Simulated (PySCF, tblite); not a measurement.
# C3H9Cl5Si4, a complex of two parts: infrared bands, interaction energy and NMR shifts

What infrared bands, interaction energy and NMR shifts should one expect for `C#CC[SiH](Cl)[SiH2][SiH3]` with `Cl[Si](Cl)(Cl)Cl`?

Programs: tblite 0.8.0 and PySCF 2.14.0. All values are calculated, for the isolated system unless a continuum is named. Atoms count from 0, parts from 1.

## 1. The system as given

21 atoms, charge 0, multiplicity 1; geometry: rigid parts in contact. Parts: 1 = atoms 0–15, `C#CC[SiH](Cl)[SiH2][SiH3]`, charge 0; 2 = atoms 16–20, `Cl[Si](Cl)(Cl)Cl`, charge 0.

## 2. Search for minima with GFN2-xTB

Job settings and geometry (Å):

```
{"job": {"kind": "dock", "xc": "GFN2-xTB", "basis": "xTB"}, "charge": 0, "multiplicity": 1, "parts": [{"atoms": "0-15", "charge": 0, "multiplicity": 1}, {"atoms": "16-20", "charge": 0, "multiplicity": 1}]}
C      1.183196     1.656473    -1.346777
C      0.651172     0.653900    -1.729578
C     -0.020293    -0.558427    -2.125380
Si    -1.089946    -1.254666    -0.683402
Cl    -2.785582    -0.110419    -0.619436
Si     0.054193    -1.044367     1.325383
Si     0.223066     1.101343     2.194183
H      1.664266     2.542753    -1.059802
H     -0.642258    -0.347567    -2.998367
H      0.727811    -1.295081    -2.425205
H     -1.557107    -2.565655    -1.158868
H      1.382608    -1.646385     1.117174
H     -0.579627    -1.956296     2.295046
H      1.572627     1.652597     2.049662
H     -0.700071     2.027157     1.536766
H     -0.084055     1.144641     3.628603
Cl     0.498425     5.785916    -2.533088
Si    -1.330264     5.002311    -2.218847
Cl    -2.178125     4.546105    -3.987744
Cl    -2.478624     6.343760    -1.249865
Cl    -1.162940     3.332966    -1.104130
```

Method: GFN2-xTB search for minima from random contacts, gas phase.

Run with:

```
$ OMP_NUM_THREADS=1 python cluster_run.py task.json out
```

One launch serves the whole session: the jobs run in the order shown.

**Question.** The jobs that follow are: GFN2-xTB harmonic vibrations, gas phase; PBE0-D3(BJ)/def2-SVP interaction energy, counterpoise and uncorrected, gas phase; GIAO PBE0/pcSseg-1 NMR shielding, non-relativistic, gas phase; B3LYP-D4/def2-SVP interaction energy, counterpoise and uncorrected, gas phase; GIAO OPBE/pcSseg-1 NMR shielding, non-relativistic, gas phase. Predict: binding energy (GFN2-xTB); strongest single infrared mode (GFN2-xTB); interaction energy, counterpoise (PBE0-D3(BJ)/def2-SVP); superposition error; binding energy (with deformation); ΔG of binding, 298 K, 1 atm (xTB thermal terms); ¹³C shifts against TMS (PBE0/pcSseg-1); ¹H shifts against TMS (PBE0/pcSseg-1); ²⁹Si shifts against TMS (PBE0/pcSseg-1); ³⁵Cl shifts against HCl (PBE0/pcSseg-1); largest proton shift on binding. Thermal terms come from harmonic xTB runs on each species.

As calculated:

```
                                                   quantity                                                     value
                                  binding energy (GFN2-xTB)                                            -5.84 kcal/mol
                  strongest single infrared mode (GFN2-xTB)                                                  779 cm⁻¹
    interaction energy, counterpoise (PBE0-D3(BJ)/def2-SVP)                                            -2.72 kcal/mol
                                        superposition error                                             3.72 kcal/mol
                          binding energy (with deformation)                                            -2.58 kcal/mol
            ΔG of binding, 298 K, 1 atm (xTB thermal terms)                                             +9.2 kcal/mol
                     ¹³C shifts against TMS (PBE0/pcSseg-1)                                      89.7, 80.8, 12.6 ppm
                      ¹H shifts against TMS (PBE0/pcSseg-1)  5.78, 3.79, 3.72, 3.70, 3.42, 3.33, 2.45, 1.77, 1.43 ppm
                    ²⁹Si shifts against TMS (PBE0/pcSseg-1)                             10.6, 7.3, -113.4, -127.2 ppm
                    ³⁵Cl shifts against HCl (PBE0/pcSseg-1)                               206, 194, 189, 189, -25 ppm
                            largest proton shift on binding                                             H8, +0.24 ppm
range of the interaction energy over the runs of this table                                   -3.43 to -2.72 kcal/mol
                                 range of the shift of Si17                                           1.4 to 10.6 ppm
```

In the structure that the search hands on, at its xTB geometry, the leading contact, judged by the atoms' radii, is C0···Si17 (inside the van der Waals sum, 3.77 Å). No mode is imaginary at GFN2-xTB; the softest lies at 10 cm⁻¹. The attractive terms split as dispersion 46 %, orbital 35 %, electrostatic 19 %, against 5.46 kcal/mol of Pauli repulsion. The terms sum to the uncorrected energy, so the orbital term holds the superposition error. The superposition error is 137 % of the corrected value, so this basis is small for the task. With harmonic xTB thermal terms the free energy of binding in the gas phase is about +9.2 kcal/mol; soft modes make that rough. The geometry is that of tight binding, not a minimum at this level, so the binding values are rough. A part with a negative deformation was relaxed at another level. On binding (GIAO PBE0/pcSseg-1 NMR shielding, non-relativistic, gas phase), H8 moves most among the protons, 0.24 ppm downfield. The interaction energy runs from -3.43 (B3LYP-D4/def2-SVP) to -2.72 kcal/mol (PBE0-D3(BJ)/def2-SVP). Among the atoms with a shift in every run: In ppm, Si17 moves most: its shift spreads over 9.2 ppm, from 1.4 (OPBE/pcSseg-1) to 10.6 (PBE0/pcSseg-1).
